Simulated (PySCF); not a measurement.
**Co: dipole response in aug-cc-pwCVTZ**

Aim: the static polarisability and the C₆ coefficient of Co, method by method.

Method: unrestricted determinants in a Gaussian basis, no spin-orbit coupling in the energies. Code: PySCF 2.14.0.

**1. The atom as given**

| Property | Result |
| --- | --- |
| Element | cobalt (Z = 27) |
| Basis | aug-cc-pwCVTZ (10s9p7d4f3g, 127 functions) |
| Hamiltonian | the non-relativistic Hamiltonian (point nucleus) |
| State 1 | Co: [Ar] 3d9, 2D determinant (an excited configuration) |
| Methods | UHF, PBE |

The outer shells:

Co [Ar] 3d9
```
[Ar] core
3d [↑↓][↑↓][↑↓][↑↓][↑ ]
```

The runs were made by one driver on top of PySCF. The scripts below sum up each run's settings (the driver also hands on starting orbitals that pick excited configurations, and frozen orbitals as a list rather than a count), and the logs come from the driver's own runs. The driver starts from symmetry-adapted Hartree-Fock orbitals, holds the occupation by maximum overlap and uses a logarithmic radial grid for functionals, so a plain start would take other cycles.

The driver's launch:

```console
OMP_NUM_THREADS=1 python atomrun2.py TASK.json OUT
```

The integrals over 127 functions and the set-up took 6.1 s of CPU time.

**2. Co [Ar] 3d9: the ladder of methods**

UHF:

input.py

```python
from pyscf import gto, scf, dft, mp, cc
import basis_set_exchange as bse
mol = gto.M(atom="Co 0 0 0", charge=0, spin=1, symmetry="D2h",
            basis=gto.basis.parse(bse.get_basis("aug-cc-pwCVTZ", elements=["Co"], fmt="nwchem", header=False)))
mf = scf.UHF(mol)
mf.irrep_nelec = {'Ag': (5, 4), 'B1g': (1, 1), 'B2g': (1, 1), 'B3g': (1, 1), 'B1u': (2, 2), 'B2u': (2, 2), 'B3u': (2, 2)}
mf.kernel()
```

The log of the run:

```text
damping factor = 0
level_shift factor = 0
DIIS = <class 'pyscf.scf.diis.CDIIS'>
diis_start_cycle = 1
diis_space = 10
diis_damp = 0
SCF conv_tol = 1e-09
SCF conv_tol_grad = None
number electrons alpha = 14  beta = 13
cycle= 1 E= -1381.16224564905  delta_E= -0.00413  |g|= 0.0245  |ddm|= 0.0284
cycle= 2 E= -1381.16242956796  delta_E= -0.000184  |g|= 0.00729  |ddm|= 0.0172
cycle= 3 E= -1381.16256201744  delta_E= -0.000132  |g|= 0.00903  |ddm|= 0.0214
cycle= 4 E= -1381.16261948772  delta_E= -5.75e-05  |g|= 0.0059  |ddm|= 0.00778
cycle= 5 E= -1381.16249278941  delta_E= 0.000127  |g|= 0.00539  |ddm|= 0.0189
cycle= 6 E= -1381.16231780675  delta_E= 0.000175  |g|= 0.00468  |ddm|= 0.043
cycle= 7 E= -1381.16241789826  delta_E= -0.0001  |g|= 0.00459  |ddm|= 0.0173
cycle= 8 E= -1381.16252569289  delta_E= -0.000108  |g|= 0.00479  |ddm|= 0.0184
cycle= 9 E= -1381.16217794744  delta_E= 0.000348  |g|= 0.00496  |ddm|= 0.0615
cycle= 10 E= -1381.16117610058  delta_E= 0.001  |g|= 0.0243  |ddm|= 0.217
cycle= 11 E= -1381.16110151136  delta_E= 7.46e-05  |g|= 0.0276  |ddm|= 0.00466
cycle= 12 E= -1381.16156788329  delta_E= -0.000466  |g|= 0.00807  |ddm|= 0.0879
cycle= 13 E= -1381.16156420852  delta_E= 3.67e-06  |g|= 0.014  |ddm|= 0.162
cycle= 14 E= -1381.16146439703  delta_E= 9.98e-05  |g|= 0.0014  |ddm|= 0.0732
cycle= 15 E= -1381.16146281802  delta_E= 1.58e-06  |g|= 0.00072  |ddm|= 0.0121
cycle= 16 E= -1381.16146300328  delta_E= -1.85e-07  |g|= 0.000457  |ddm|= 0.00227
cycle= 17 E= -1381.1614628726  delta_E= 1.31e-07  |g|= 7.75e-05  |ddm|= 0.00329
cycle= 18 E= -1381.16146287327  delta_E= -6.73e-10  |g|= 0.000121  |ddm|= 0.000416
cycle= 19 E= -1381.16146287654  delta_E= -3.27e-09  |g|= 2.69e-05  |ddm|= 0.000565
cycle= 20 E= -1381.16146287616  delta_E= 3.77e-10  |g|= 1.04e-05  |ddm|= 0.000124
converged SCF energy = -1381.16146287616  <S^2> = 0.77686744  2S+1 = 2.0266894
```

CPU time 1.9 min on a shared host, the integrals not counted.

Orbital energies by shell (radii are means over both spins):

| shell | electrons | mean orbital energy (eV) | spread (eV) | rms radius (bohr) |
| --- | --- | --- | --- | --- |
| 1s β | 1 | -7693.3 | 0 | 0.0659 |
| 1s α | 1 | -7693.3 | 0 | 0.0659 |
| 2s α | 1 | -939.00 | 0 | 0.279 |
| 2s β | 1 | -938.07 | 0 | 0.279 |
| 2p α | 3 | -809.97 | 0.691 | 0.250 |
| 2p β | 3 | -809.07 | 0.127 | 0.250 |
| 3s α | 1 | -114.34 | 0 | 0.849 |
| 3s β | 1 | -111.70 | 0 | 0.849 |
| 3p α | 3 | -73.967 | 1.976 | 0.909 |
| 3p β | 3 | -70.794 | 1.348 | 0.909 |
| 3d α | 5 | -7.746 | 2.758 | 1.53 |
| 3d β | 4 | -5.965 | 2.025 | 1.53 |

⟨S²⟩ = 0.777, ⟨L²⟩ = 6.22.

The driver then solved the coupled dipole response at imaginary frequencies: mean α = 26.00 bohr³ (xx, yy, zz: 19.19, 19.19, 39.60), C₆ = 82.38 au for a like pair.

PBE:

input.py, as changed from the run before:

```diff
@@ -4,3 +4,3 @@
             basis=gto.basis.parse(bse.get_basis("aug-cc-pwCVTZ", elements=["Co"], fmt="nwchem", header=False)))
-mf = scf.UHF(mol)
+mf = dft.UKS(mol, xc="PBE")
 mf.irrep_nelec = {'Ag': (5, 4), 'B1g': (1, 1), 'B2g': (1, 1), 'B3g': (1, 1), 'B1u': (2, 2), 'B2u': (2, 2), 'B3u': (2, 2)}
```

The log of the run:

```text
damping factor = 0
level_shift factor = 0
DIIS = <class 'pyscf.scf.diis.CDIIS'>
diis_start_cycle = 1
diis_space = 10
diis_damp = 0
SCF conv_tol = 1e-09
SCF conv_tol_grad = None
number electrons alpha = 14  beta = 13
XC functionals = PBE
    J. P. Perdew, K. Burke, and M. Ernzerhof.,  Phys. Rev. Lett. 77, 3865 (1996)
    J. P. Perdew, K. Burke, and M. Ernzerhof.,  Phys. Rev. Lett. 78, 1396 (1997)
    J. P. Perdew, K. Burke, and M. Ernzerhof.,  Phys. Rev. Lett. 77, 3865 (1996)
    J. P. Perdew, K. Burke, and M. Ernzerhof.,  Phys. Rev. Lett. 78, 1396 (1997)
cycle= 1 E= -1381.19766542476  delta_E=  1.2  |g|= 2.23  |ddm|= 1.98
cycle= 2 E= -1378.1494183039  delta_E= 3.05  |g|=  5.3  |ddm|= 3.36
cycle= 3 E= -1381.69684432329  delta_E= -3.55  |g|= 1.76  |ddm|= 2.75
cycle= 4 E= -1382.3893355  delta_E= -0.692  |g|= 0.479  |ddm|= 0.844
cycle= 5 E= -1382.34613614721  delta_E= 0.0432  |g|= 0.597  |ddm|= 0.317
cycle= 6 E= -1382.36179968913  delta_E= -0.0157  |g|= 0.54  |ddm|= 0.045
cycle= 7 E= -1382.4281333896  delta_E= -0.0663  |g|= 0.0675  |ddm|= 0.26
cycle= 8 E= -1382.42907293433  delta_E= -0.00094  |g|= 0.00263  |ddm|= 0.0317
cycle= 9 E= -1382.42907429008  delta_E= -1.36e-06  |g|= 0.000232  |ddm|= 0.00163
cycle= 10 E= -1382.42907429113  delta_E= -1.05e-09  |g|= 0.000272  |ddm|= 0.000403
cycle= 11 E= -1382.42907430933  delta_E= -1.82e-08  |g|= 3.66e-06  |ddm|= 0.000154
cycle= 12 E= -1382.42907430934  delta_E= -1.07e-11  |g|= 1.41e-06  |ddm|= 1.09e-05
converged SCF energy = -1382.42907430934  <S^2> = 0.75870278  2S+1 = 2.0086839
```

CPU time 47 s on a shared host, the integrals not counted.

The driver then solved the coupled dipole response at imaginary frequencies: mean α = 78.71 bohr³ (xx, yy, zz: 59.71, 59.71, 116.7), C₆ = 223.8 au for a like pair.

Radial density 4πr²ρ of Co at UHF:

| r (bohr) | density | spin density |
| --- | --- | --- |
| 0.000997 | 0.158 | 0.000 |
| 0.00168 | 0.431 | 0.000 |
| 0.00282 | 1.15 | 0.000 |
| 0.00474 | 2.92 | 0.000 |
| 0.00798 | 6.95 | 0.000 |
| 0.0134 | 14.7 | 0.000 |
| 0.0226 | 25.5 | 0.000 |
| 0.0380 | 32.4 | -0.001 |
| 0.0639 | 28.0 | -0.001 |
| 0.107 | 27.2 | 0.006 |
| 0.181 | 36.5 | 0.071 |
| 0.304 | 21.3 | 0.369 |
| 0.511 | 16.0 | 0.909 |
| 0.860 | 16.1 | 0.933 |
| 1.45 | 4.88 | 0.363 |
| 2.43 | 0.956 | 0.033 |
| 4.09 | 0.136 | -0.015 |
| 6.88 | 0.00610 | -0.002 |
| 11.6 | 5.48e-05 | 0.000 |

**3. Polarisabilities and C₆**

Co [Ar] 3d9, in atomic units:

| method | mean α | C₆ (like pair) | S(−4) |
| --- | --- | --- | --- |
| UHF | 26.00 | 82.38 | 3604 |
| PBE | 78.71 | 223.8 | 135600 |

α(iu) at PBE:

| u (hartree) | α(iu) (bohr³) |
| --- | --- |
| 0 | 78.71 |
| 0.0500 | 33.73 |
| 0.100 | 18.06 |
| 0.200 | 9.467 |
| 0.300 | 7.011 |
| 0.500 | 5.191 |
| 0.750 | 4.075 |
| 1.00 | 3.293 |
| 1.50 | 2.229 |
| 2.00 | 1.588 |
| 3.00 | 0.9223 |
| 5.00 | 0.4338 |

**4. Results**

| quantity | value |
| --- | --- |
| α of Co [Ar] 3d9 | 26.00 (UHF) to 78.71 (PBE) bohr³ |

**Reading.** A single London oscillator with the computed α and C₆ of Co [Ar] 3d9 at UHF would have ω = 4 C₆ / (3 α²) = 0.163 hartree. The basis is finite, and no extrapolation was made.
